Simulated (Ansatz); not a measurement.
Wanted: the native input for an Ansatz 0.2.0 run.

| Property | Result |
| --- | --- |
| Task | phonons |
| Functional | PBEsol |
| Potentials or basis | Ansatz PAW |
| Cutoff | 420 eV (not typed: the program's choice for these potentials) |
| k mesh | 8 × 8 × 4 |
| Occupations | fermi-dirac, width 0.05 eV |
| Spin | no spin polarisation |

The system is Ta3N.

```
Ta N
1.0
     3.03222    0.00000    0.00000
    -1.51611    2.62598    0.00000
     0.00000    0.00000    7.52414
Ta N
3 1
Direct
  0.66667 0.33333 0.82607
  0.33333 0.66667 0.17393
  0.00000 0.00000 0.50000
  0.00000 0.00000 0.00000
```

The cell comes from a database or a generator and needn't be the stable form of this composition.

These files were run (other wordings do the same):

input.yaml

```yaml
crystal:
  lattice:
    - [3.0322239879, 0.0, 0.0]
    - [-1.516111994, 2.6259830035, 0.0]
    - [0.0, 0.0, 7.524137]
  atoms:
    - { symbol: Ta, position: [0.6666666667, 0.3333333333, 0.82607] }
    - { symbol: Ta, position: [0.3333333333, 0.6666666667, 0.17393] }
    - { symbol: Ta, position: [0.0, 0.0, 0.5] }
    - { symbol: "N", position: [0.0, 0.0, 0.0] }
hamiltonian:
  xc: pbesol
  pseudopotentials: { kind: paw }
kpoints:
  mp_grid: { grid: [8, 8, 4] }
scf:
  occupations: { method: fermi_dirac, width: 0.05 }
phonons:
  method: dfpt
```

Potentials or basis: Ansatz PAW.

Command:

```console
$ ansatz run input.yaml --threads 2 --pin off --max-ram 5632MiB --backend cpu --events-out ev --progress --plain --runs-dir out
```

Results of the run:

The band gap on the k mesh is none (metal or under the smearing width). The highest phonon frequency at Γ is 544 cm⁻¹.

Run time: 53 s on 2 threads of Arm Neoverse V1, on a shared host, peak memory 0.7 GiB.
